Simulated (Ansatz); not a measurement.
# SiGePH (triplet): the correlation ladder, cc-pVDZ

An exercise on one series of results from a longer session: the logs are not shown, and one member is left open.

Program: Ansatz 0.2.0, Gaussian basis. Level of theory: cc-pVDZ, core rule «outside noble gas», up to 24 orbitals frozen. These are calculated values, not measurements.

Plan: UHF; CCSD(T) on ROHF; CCSD(T) on UHF; BCCD(T) on ROHF; CISD; CCSDT(Q) on ROHF; CCSDT(Q) on UHF.

39 further runs of the same task are left out: 27 that didn't finish, 12 set aside as unsound or not needed.

**What is computed**

The geometry is a PBE0/def2-TZVP stationary point (not a proven minimum). No spin-orbit coupling is included. The filled d shell of Ge may be among the frozen orbitals whatever the setting's name suggests; the logs give the count.

4 atoms, charge 0, spin multiplicity 3.

Atoms are counted from 1 here; the program's logs count them from 0.

Bond lengths: Ge1–Si2 2.295 Å, Si2–P3 2.078 Å, P3–H4 1.435 Å. Angles: Ge1–Si2–P3 176.1°, Si2–P3–H4 83.2°.

The first run:

The input, in.yaml:

```yaml
crystal:
  periodic: [false, false, false]
  atoms:
    - {symbol: Ge, position_ang: [-0.000001, -0.318403, 2.736058]}
    - {symbol: Si, position_ang: [0.000005, -0.293052, 0.441608]}
    - {symbol: P, position_ang: [-0.000002, -0.410479, -1.633446]}
    - {symbol: H, position_ang: [-0.000003, 1.021934, -1.544221]}
basis:
  gaussian: {orbitals: cc-pVDZ}
magnetization: {spin_polarized: true, initial_magnetization: 2}
hamiltonian: {xc: hf}
output: {orbitals: {seedname: orbitals}}
```

Launch:

```console
> ansatz run in.yaml --threads 1 --pin off --events-out ev --progress --plain --max-ram 2393MiB
```

Among the steps run: UHF; CCSD(T) on ROHF; CCSD(T) on UHF; BCCD(T) on ROHF; CISD; CCSDT(Q) on ROHF; CCSDT(Q) on UHF.

One of the session's tables, all rows but one given; the rest of the session is left out.

| method | from RCCSDT(Q) (meV) |
| --- | --- |
| ROHF | +8668.6 |
| UHF | +8482.5 |
| RMP2 | +1566.7 |
| UMP2 | +1717.3 |
| CISD | +1555.3 |
| RCCSD | +531.5 |
| UCCSD | +517.6 |
| RCCSD(T) | +94.3 |
| UCCSD(T) | +100.1 |
| BCCD(T) | +93.3 |
| RCCSDT | +39.4 |
| UCCSDT | ? |
| RCCSDT(Q) | 0 |
| UCCSDT(Q) | -7.7 |

Q: Estimate the row for UCCSDT from the others.

As computed: from RCCSDT(Q) (meV): +35.1. In the column «from RCCSDT(Q) (meV)» it lies between RCCSDT(Q) (0) and RCCSDT (+39.4).

With the free atoms at the same levels and basis (separate runs), the atomisation energy is 7.529 eV at RCCSDT(Q), 7.465 eV at RCCSD(T), 7.449 eV at UCCSD(T), 4.633 eV at ROHF.

Limits of these values: Restricted and unrestricted rows rest on different reference determinants; where their highest levels disagree by more than a few hundredths of an eV, they describe different states and don't form one ladder.
